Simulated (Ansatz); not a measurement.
# Na2AlHgCl6: the cost of one run

Method: DFT PBE, scalar-relativistic, plane waves, PAW, in Ansatz 0.2.0.

1 further run of the same task is left out (it didn't finish).

**1. The system as given**

The structure is cubic, space group Fm-3m (No. 225). The conventional cell has a = 10.376 Å, b = 10.376 Å, c = 10.376 Å, α = 90.00°, β = 90.00°, γ = 90.00°. Na (site symmetry -43m) is surrounded by 12 Cl at 3.68 Å. Al (site symmetry m-3m) has 6 Cl at 2.35 Å as nearest neighbours. Hg (site symmetry m-3m) is surrounded by 6 Cl at 2.84 Å. Cl (site symmetry 4mm) has 1 Al at 2.35 Å and 1 Hg at 2.84 Å as nearest neighbours.

Structure file:

```
Na Al Hg Cl
1.0
     0.00000    5.18800    5.18800
     5.18800    0.00000    5.18800
     5.18800    5.18800    0.00000
Na Al Hg Cl
2 1 1 6
Direct
  0.75000 0.75000 0.75000
  0.25000 0.25000 0.25000
  0.00000 0.00000 0.00000
  0.50000 0.50000 0.50000
  0.77379 0.22621 0.22621
  0.22621 0.22621 0.77379
  0.22621 0.77379 0.77379
  0.22621 0.77379 0.22621
  0.77379 0.22621 0.77379
  0.77379 0.77379 0.22621
```

The structure comes from the Materials Project (structure only).

**2. A single atom displaced**

Against the listed cell: atom 10 (Cl) moved by 0.15 Å.

File input.yaml:

```yaml
crystal:
  lattice:
    - [0.0, 5.187996, 5.187996]
    - [5.187996, 0.0, 5.187996]
    - [5.187996, 5.187996, 0.0]
  atoms:
    - { symbol: Na, position: [0.75, 0.75, 0.75] }
    - { symbol: Na, position: [0.25, 0.25, 0.25] }
    - { symbol: Al, position: [0.0, 0.0, 0.0] }
    - { symbol: Hg, position: [0.5, 0.5, 0.5] }
    - { symbol: Cl, position: [0.773794, 0.226206, 0.226206] }
    - { symbol: Cl, position: [0.226206, 0.226206, 0.773794] }
    - { symbol: Cl, position: [0.226206, 0.773794, 0.773794] }
    - { symbol: Cl, position: [0.226206, 0.773794, 0.226206] }
    - { symbol: Cl, position: [0.773794, 0.226206, 0.773794] }
    - { symbol: Cl, position: [0.7882504491, 0.7593375509, 0.2406624491] }
basis:
  ecutwfc: 420
kpoints:
  mp_grid: { grid: [6, 6, 6] }
hamiltonian:
  xc: pbe
scf:
  occupations: { method: gaussian, width: 0.1 }
output:
  forces: true
  stress: true
  eigenvalues: true
  populations: true
```

Run with:

```console
ansatz run input.yaml --threads 2 --pin off --max-ram 2662MiB --backend cpu --events-out ev --progress --plain --runs-dir out
```

Q: Estimate wall time and peak memory on 2 threads of an x86-64 CPU, shared host.

About 85 s, with a peak of 0.98 GiB.
